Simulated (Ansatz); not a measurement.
**CuFH₃N: basis-set convergence**

How large a basis does CuFH₃N need? Two functionals are run in growing sets.

The runs use Ansatz 0.2.0, Gaussian basis; one geometry, several basis sets.

Levels to be run: PBE0-D4/def2-SVP; ωB97M-V/def2-SVP; PBE0-D4/def2-QZVPP; ωB97M-V/def2-QZVPP; the functionals' def2-TZVPP values are taken from earlier runs.

2 further runs of the same task are left out: 2 for a known fault of the program.

## (1) The geometry

All runs share one geometry, relaxed beforehand with PBE0-D4 in a triple-zeta def2 set.

SMILES `[NH3+][Cu-][F]`, 6 atoms, charge 0, spin multiplicity 1.

Atoms are counted from 1 here; the program's logs count them from 0.

Bond lengths: N1–Cu2 1.910 Å, N1–H4 1.015 Å, N1–H5 1.015 Å, N1–H6 1.015 Å, Cu2–F3 1.761 Å. Angles: Cu2–N1–H4 111.4°, Cu2–N1–H5 111.4°, Cu2–N1–H6 111.4°, H4–N1–H5 107.5°, H4–N1–H6 107.5°, H5–N1–H6 107.5°, N1–Cu2–F3 180.0°.

## (2) PBE0-D4 in def2-SVP

Contents of in.yaml:

```yaml
crystal:
  periodic: [false, false, false]
  atoms:
    - {symbol: N, position_ang: [-0.496249, 0.465069, -0.281683]}
    - {symbol: Cu, position_ang: [0.794396, -0.755037, 0.420985]}
    - {symbol: F, position_ang: [1.984087, -1.879730, 1.068684]}
    - {symbol: H, position_ang: [-0.930844, 0.100588, -1.123922]}
    - {symbol: H, position_ang: [-0.072644, 1.356920, -0.518844]}
    - {symbol: H, position_ang: [-1.236747, 0.648090, 0.388580]}
basis:
  gaussian: {orbitals: def2-SVP}
hamiltonian: {xc: pbe0, dispersion: d4}
output: {orbitals: {seedname: orbitals}}
```

The run is started by

```
> ansatz run in.yaml --threads 2 --pin off --events-out ev --progress --plain --max-ram 32768MiB --backend cpu
```

The runs that follow: ωB97M-V in def2-SVP; PBE0-D4 in def2-QZVPP; ωB97M-V in def2-QZVPP.

Before running them: what should the planned runs give, taken together? Wanted: PBE0-D4: double and triple zeta above quadruple; ωB97M-V: double and triple zeta above quadruple.

As calculated:

| quantity | value |
| --- | --- |
| PBE0-D4: double and triple zeta above quadruple | 13.65, 1.43 eV |
| ωB97M-V: double and triple zeta above quadruple | 13.77, 1.39 eV |

What this shows: PBE0-D4 gains 12.22 eV from double to triple zeta, then 1.43 eV more. These are total energies; as a rule much of such shifts cancels in differences, which this series doesn't test.
